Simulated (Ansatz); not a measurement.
# BrCuH₃N: a ladder of functionals and wavefunction methods

One table from this session's results is given with a row withheld; the runs are named, their logs left out.

The runs use Ansatz 0.2.0, Gaussian basis; functionals in def2-TZVPP, the program's frozen cores in correlated methods.

Plan: LDA (SPW92), PBE-D4, revPBE-D4, BLYP-D4, r2SCAN-D4, B97M-V, PBE0-D4, B3LYP-D4, r2SCANh-D4, r2SCAN0-D4, HSE06-D4, BHLYP-D4, CAM-B3LYP-D4, LC-ωPBE, ωB97X-V, ωB97M-V, B2PLYP, PBE-QIDH; CCSD(T)/def2-SVP; CCSD(T)/def2-TZVPP; MP2/def2-QZVPP; extrapolation to the limit; RPA on PBE.

## The relaxed structure

An earlier PBE0-D4 in a triple-zeta def2 set relaxation fixed the geometry.

SMILES `[NH3+][Cu-][Br]`, 6 atoms, charge 0, spin multiplicity 1.

Atoms are counted from 1 here; the program's logs count them from 0.

Bond lengths: N1–Cu2 1.948 Å, N1–H4 1.015 Å, N1–H5 1.015 Å, N1–H6 1.015 Å, Cu2–Br3 2.213 Å. Angles: Cu2–N1–H4 111.4°, Cu2–N1–H5 111.5°, Cu2–N1–H6 111.5°, H4–N1–H5 107.4°, H4–N1–H6 107.4°, H5–N1–H6 107.4°, N1–Cu2–Br3 179.9°.

The first run:

in.yaml

```yaml
crystal:
  periodic: [false, false, false]
  atoms:
    - {symbol: N, position_ang: [-0.800831, 0.001608, 0.192799]}
    - {symbol: Cu, position_ang: [1.089293, -0.025948, -0.276489]}
    - {symbol: Br, position_ang: [3.237325, -0.059525, -0.809525]}
    - {symbol: H, position_ang: [-1.232247, -0.905552, 0.047480]}
    - {symbol: H, position_ang: [-1.313361, 0.674881, -0.367719]}
    - {symbol: H, position_ang: [-0.938079, 0.250535, 1.167154]}
basis:
  gaussian: {orbitals: def2-TZVPP}
hamiltonian: {xc: lda}
output: {orbitals: {seedname: orbitals}}
```

Run with:

```
$ ansatz run in.yaml --threads 4 --pin off --events-out ev --progress --plain --max-ram 10444MiB
```

Among the steps run: LDA; PBE-D4 (GGA); revPBE-D4 (GGA); BLYP-D4 (GGA); r2SCAN-D4 (meta-GGA); B97M-V (meta-GGA); PBE0-D4 (hybrid); B3LYP-D4 (hybrid); r2SCANh-D4 (hybrid); r2SCAN0-D4 (hybrid); HSE06-D4 (hybrid); BHLYP-D4 (hybrid); CAM-B3LYP-D4 (range-separated); LC-ωPBE (range-separated); ωB97X-V (range-separated); ωB97M-V (range-separated); B2PLYP (double hybrid); PBE-QIDH (double hybrid).

One of the session's tables, all rows but one given; the rest of the session is left out.

It belongs to the step «Orbital energies across the functionals». 

| functional | HOMO (eV) | gap (eV) |
| --- | --- | --- |
| LDA (SPW92) | -5.26 | 3.50 |
| PBE-D4 | -5.04 | 3.37 |
| revPBE-D4 | -4.96 | 3.34 |
| BLYP-D4 | -4.93 | 3.23 |
| r2SCAN-D4 | ? | ? |
| B97M-V | -5.34 | 3.80 |
| PBE0-D4 | -6.39 | 5.51 |
| B3LYP-D4 | -6.15 | 4.93 |
| r2SCANh-D4 | -5.79 | 4.94 |
| r2SCAN0-D4 | -6.56 | 6.07 |
| HSE06-D4 | -5.98 | 4.75 |
| BHLYP-D4 | -7.48 | 7.17 |
| CAM-B3LYP-D4 | -7.71 | 7.58 |
| LC-ωPBE | -9.01 | 10.14 |
| ωB97X-V | -8.71 | 9.65 |
| ωB97M-V | -8.63 | 9.13 |

Q: Estimate the row for r2SCAN-D4 from the others.

Worked estimate for «HOMO (eV)». Against the share of exact exchange, r2SCANh-D4 (0.1, -5.79), r2SCAN0-D4 (0.25, -6.56) give a slope of -5.13 per unit share; at 0 the line stands at -5.28.

The run gave: HOMO (eV): -5.23; gap (eV): 4.12. In «HOMO (eV)» the line misses by -0.05.
